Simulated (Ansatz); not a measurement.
**NbW: pressure up to the limit of the methods**

An exercise on one series of results from a longer session: the logs are not shown, and one member is left open.

Computed with Ansatz 0.2.0 (DFT, r2SCAN, PAW with Ansatz's default frozen-core files, scalar-relativistic, unless a step's input says otherwise).

2 further runs of the same task are left out: 2 that didn't finish.

## Starting point

It takes space group Cmmm (No. 65, orthorhombic). Conventional cell: a = 3.235 Å, b = 4.547 Å, c = 4.598 Å, α = 90.00°, β = 90.00°, γ = 90.00°. Nb (site symmetry mmm) is surrounded by 4 Nb at 2.79 Å and 4 W at 2.81 Å. W (site symmetry mmm) has 4 W at 2.79 Å and 4 Nb at 2.81 Å as nearest neighbours.

Structure file:

```
CELL_PARAMETERS angstrom
1.61743 -2.27363 0.00000
1.61743 2.27363 0.00000
0.00000 0.00000 4.59849
ATOMIC_POSITIONS crystal
Nb 0.00000 0.00000 0.00000
W 0.50000 0.50000 0.50000
```

Whether this phase is the stable one at these pressures isn't tested.

Atoms are numbered in the order of the input: Nb1, W2.

The first run:

Input file input.yaml:

```yaml
crystal:
  lattice:
    - [1.61742925, -2.2736268592, 0.0]
    - [1.61742925, 2.2736268592, 0.0]
    - [0.0, 0.0, 4.5984946638]
  atoms:
    - { symbol: Nb, position: [0.0, 0.0, 0.0] }
    - { symbol: W, position: [0.5, 0.5, 0.5] }
kpoints:
  mp_grid: { grid: [14, 14, 8] }
  band_path:
    path:
      - [0.0, 0.0, 0.0]
      - [-0.5, 0.5, 0.0]
      - [-0.3765179691, 0.6234820309, 0.0]
      - [0.3765179691, 0.3765179691, 0.0]
      - [0.0, 0.0, 0.0]
      - [0.0, 0.0, 0.5]
      - [0.3765179691, 0.3765179691, 0.5]
      - [-0.3765179691, 0.6234820309, 0.5]
      - [-0.5, 0.5, 0.5]
    npoints: 6
scf:
  occupations: { method: fermi_dirac, width: 0.05 }
hamiltonian:
  xc: r2scan
  pseudopotentials: { kind: paw }
output:
  forces: true
  stress: true
  eigenvalues: true
  efg: { contact_densities: true }
  populations: true
```

Launch:

```
$ ansatz run input.yaml --threads 1 --pin off --max-ram 2048MiB --backend cpu --events-out ev --progress --plain --runs-dir out
```

Among the steps run: Volume scaled by 1, PAW; Volume scaled by 0.85, PAW; Volume scaled by 0.75, PAW; Volume scaled by 0.4, PAW.

One of the session's tables, all rows but one given; the rest of the session is left out.

```
method  volume over the first  volume (Å³/atom)  pressure (GPa)
   PAW                      1                 ?               ?
   PAW                   0.85            14.374           50.36
   PAW                   0.75            12.683          117.16
   PAW                    0.4             6.764         1263.50
```

Q: Estimate the row for PAW, 1 from the others.

**Answer.** volume (Å³/atom): 16.911; pressure (GPa): -2.07. In the column «volume (Å³/atom)» it is the highest.

Limits of these values: Warnings in the runs' records: gradients without spin orbit.
